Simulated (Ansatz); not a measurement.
# BFH₅NSi: basis-set convergence

Aim: see how fast density functionals converge with the basis set for BFH₅NSi.

Program: Ansatz 0.2.0, Gaussian basis. Level of theory: one geometry, several basis sets. These are calculated values, not measurements.

Plan: PBE0-D4/def2-SVP; ωB97M-V/def2-SVP; PBE0-D4/def2-QZVPP; ωB97M-V/def2-QZVPP; the functionals' def2-TZVPP values are taken from earlier runs.

## 1. The geometry

An earlier PBE0-D4 in a triple-zeta def2 set relaxation fixed the geometry.

SMILES `FBN[SiH3]`, 9 atoms, charge 0, spin multiplicity 1.

Atoms are counted from 1 here; the program's logs count them from 0.

Bond lengths: F1–B2 1.338 Å, B2–N3 1.400 Å, B2–H5 1.196 Å, N3–Si4 1.749 Å, N3–H6 1.008 Å, Si4–H7 1.483 Å, Si4–H8 1.483 Å, Si4–H9 1.485 Å. Angles: F1–B2–N3 118.2°, F1–B2–H5 118.6°, N3–B2–H5 123.2°, B2–N3–Si4 126.3°, B2–N3–H6 116.5°, Si4–N3–H6 117.2°, N3–Si4–H7 111.0°, N3–Si4–H8 111.0°, N3–Si4–H9 106.5°, H7–Si4–H8 109.0°, H7–Si4–H9 109.6°, H8–Si4–H9 109.6°.

## 2. PBE0-D4 in def2-SVP

in.yaml reads:

```yaml
crystal:
  periodic: [false, false, false]
  atoms:
    - {symbol: F, position_ang: [0.626280, -0.318194, -1.983060]}
    - {symbol: B, position_ang: [1.015777, 0.557965, -1.049598]}
    - {symbol: N, position_ang: [0.395478, 0.508376, 0.204166]}
    - {symbol: Si, position_ang: [-0.865100, -0.601363, 0.692722]}
    - {symbol: H, position_ang: [1.874525, 1.344014, -1.324616]}
    - {symbol: H, position_ang: [0.709023, 1.180002, 0.887330]}
    - {symbol: H, position_ang: [-2.070825, -0.444313, -0.156751]}
    - {symbol: H, position_ang: [-0.397576, -2.006732, 0.612802]}
    - {symbol: H, position_ang: [-1.199083, -0.266156, 2.099903]}
basis:
  gaussian: {orbitals: def2-SVP}
hamiltonian: {xc: pbe0, dispersion: d4}
output: {orbitals: {seedname: orbitals}}
```

Run with:

```bash
$ ansatz run in.yaml --threads 2 --pin off --events-out ev --progress --plain --max-ram 4352MiB
```

Further steps of the session: ωB97M-V in def2-SVP; PBE0-D4 in def2-QZVPP; ωB97M-V in def2-QZVPP.

Q: Predict the results of all the runs planned. Wanted: PBE0-D4: double and triple zeta above quadruple; ωB97M-V: double and triple zeta above quadruple.

The runs gave:

| quantity | value |
| --- | --- |
| PBE0-D4: double and triple zeta above quadruple | 9.25, 0.56 eV |
| ωB97M-V: double and triple zeta above quadruple | 9.41, 0.51 eV |

**Reading.** For PBE0-D4 the step from double to triple zeta gains 8.70 eV and the next only 0.56 eV. These are total energies; as a rule much of such shifts cancels in differences, which this series doesn't test. The LUMO of ωB97M-V is positive and keeps falling with the basis (2.57 to 1.41 eV): an unbound level that the basis holds in place.
